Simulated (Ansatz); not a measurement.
**Si₂AsH₇ + H₂: a complex and its separated parts**

The complex below is one end of an elementary step. How strongly is it bound against its free parts?

Program: Ansatz 0.2.0, Gaussian basis. Level of theory: PBE0-D4/def2-TZVP structures, single points in def2-TZVPP, no counterpoise correction. These are calculated values, not measurements.

Levels: SPW92, PBE-D4, BLYP-D4, r2SCAN-D4, B97M-V, PBE0-D4, B3LYP-D4, r2SCAN0-D4, BHLYP-D4, CAM-B3LYP-D4, wB97X-V, wB97M-V, B2PLYP, PBE-QIDH, RPA on PBE, Hartree-Fock, MP2, CCSD, CCSD(T).

Correlated methods freeze the cores. Filled d shells of the heavier atoms are correlated. B3LYP uses VWN-RPA correlation. B2PLYP carries no dispersion term here.

94 further runs of the same task are left out: 94 set aside as unsound or not needed. Runs told in other sessions of the task aren't counted.

## (1) Starting geometry

The complex: 12 atoms, charge 0, spin multiplicity 1.

Atoms are counted from 1 here; the program's logs count them from 0.

Bond lengths: Si1–H3 1.489 Å, Si1–H4 1.489 Å, Si1–Si5 2.337 Å, Si1–As7 2.372 Å, H2–H6 0.747 Å, Si5–H8 1.487 Å, Si5–H9 1.488 Å, Si5–H10 1.488 Å, As7–H11 1.522 Å, As7–H12 1.522 Å. Angles: H3–Si1–H4 108.2°, H3–Si1–Si5 110.1°, H3–Si1–As7 112.5°, H4–Si1–Si5 109.7°, H4–Si1–As7 107.3°, Si5–Si1–As7 108.9°, Si1–Si5–H8 109.9°, Si1–Si5–H9 110.9°, Si1–Si5–H10 109.7°, H8–Si5–H9 108.9°, H8–Si5–H10 108.7°, H9–Si5–H10 108.7°, Si1–As7–H11 92.1°, Si1–As7–H12 92.9°, H11–As7–H12 92.4°.

Geometry (Å):

```xyz
12

Si   -1.0429   -0.7173   -0.1637
H     2.8007    0.4980    2.1874
H    -2.1202   -1.0351   -1.1408
H    -1.3785   -1.3756    1.1289
Si   -0.8927    1.5947    0.1438
H     2.6819    0.0019    1.6417
As    1.0730   -1.5421   -0.8469
H     0.1398    1.9042    1.1683
H    -2.1966    2.1571    0.5877
H    -0.5033    2.2462   -1.1361
H     0.9530   -0.8815   -2.2133
H     0.4858   -2.8506   -1.3569
```

Its parts: Si₂AsH₇ holds atoms 1, 3, 4, 5, 7, 8, 9, 10, 11, 12; H₂ holds atoms 2, 6. Each part counts its atoms afresh in its own runs.

## (2) Relaxing Si₂AsH₇ alone

The input, relax-a/in.yaml:

```yaml
crystal:
  periodic: [false, false, false]
  atoms:
    - {symbol: Si, position_ang: [-1.042922, -0.717278, -0.163738]}
    - {symbol: H, position_ang: [-2.120190, -1.035068, -1.140789]}
    - {symbol: H, position_ang: [-1.378495, -1.375640, 1.128933]}
    - {symbol: Si, position_ang: [-0.892650, 1.594698, 0.143823]}
    - {symbol: As, position_ang: [1.073003, -1.542060, -0.846882]}
    - {symbol: H, position_ang: [0.139762, 1.904193, 1.168250]}
    - {symbol: H, position_ang: [-2.196568, 2.157110, 0.587745]}
    - {symbol: H, position_ang: [-0.503303, 2.246157, -1.136148]}
    - {symbol: H, position_ang: [0.952996, -0.881463, -2.213285]}
    - {symbol: H, position_ang: [0.485795, -2.850647, -1.356947]}
basis:
  gaussian: {orbitals: def2-TZVP}
hamiltonian: {xc: pbe0, dispersion: d4}
relax: {f_tol: 0.005, max_steps: 200}
```

The run is started by

```
> ansatz run in.yaml --threads 8 --pin off --events-out ev --progress --plain --max-ram 19148MiB
```

Further steps of the session: Relaxing H₂ alone; SPW92/def2-TZVPP; PBE-D4/def2-TZVPP; BLYP-D4/def2-TZVPP; r2SCAN-D4/def2-TZVPP; B97M-V/def2-TZVPP; PBE0-D4/def2-TZVPP; B3LYP-D4/def2-TZVPP; r2SCAN0-D4/def2-TZVPP; BHLYP-D4/def2-TZVPP; CAM-B3LYP-D4/def2-TZVPP; wB97X-V/def2-TZVPP; wB97M-V/def2-TZVPP; B2PLYP/def2-TZVPP; PBE-QIDH/def2-TZVPP; RPA on PBE/def2-TZVPP; CCSD(T)/def2-TZVPP; Vibrations of Si₂AsH₇; Vibrations of H₂.

What does the calculation give? Wanted: complex less parts, CCSD(T)/def2-TZVPP; with zero-point energy; largest T1 diagnostic.

**Answer**, as computed:

| quantity | value |
| --- | --- |
| complex less parts, CCSD(T)/def2-TZVPP | -1.72 kJ/mol |
| with zero-point energy | +1.39 kJ/mol |
| largest T1 diagnostic | 0.012 |

What this shows: At CCSD(T) the complex lies 1.72 kJ/mol below its parts. Among the functionals BLYP-D4 lands nearest to CCSD(T) (+0.05 kJ/mol) and SPW92 farthest (-3.11 kJ/mol). By rung, the mean size of the error is: LDA 3.11, GGA 0.92, meta-GGA 0.74, hybrid 0.68, range-separated hybrid 0.59, double hybrid 1.02 kJ/mol. The double hybrids carry no dispersion term here, unlike the levels marked D4 or V. PBE-D4 gives a relative energy 1.79 kJ/mol too low, an error of 104 % of the reference. The complex's frequency run has imaginary modes: the structure is no minimum, so both the energy and the zero-point correction are in doubt. No counterpoise was applied, and triple zeta lacks some correlation, so the CCSD(T) reference has a basis error of its own, and close matches with it are partly luck.
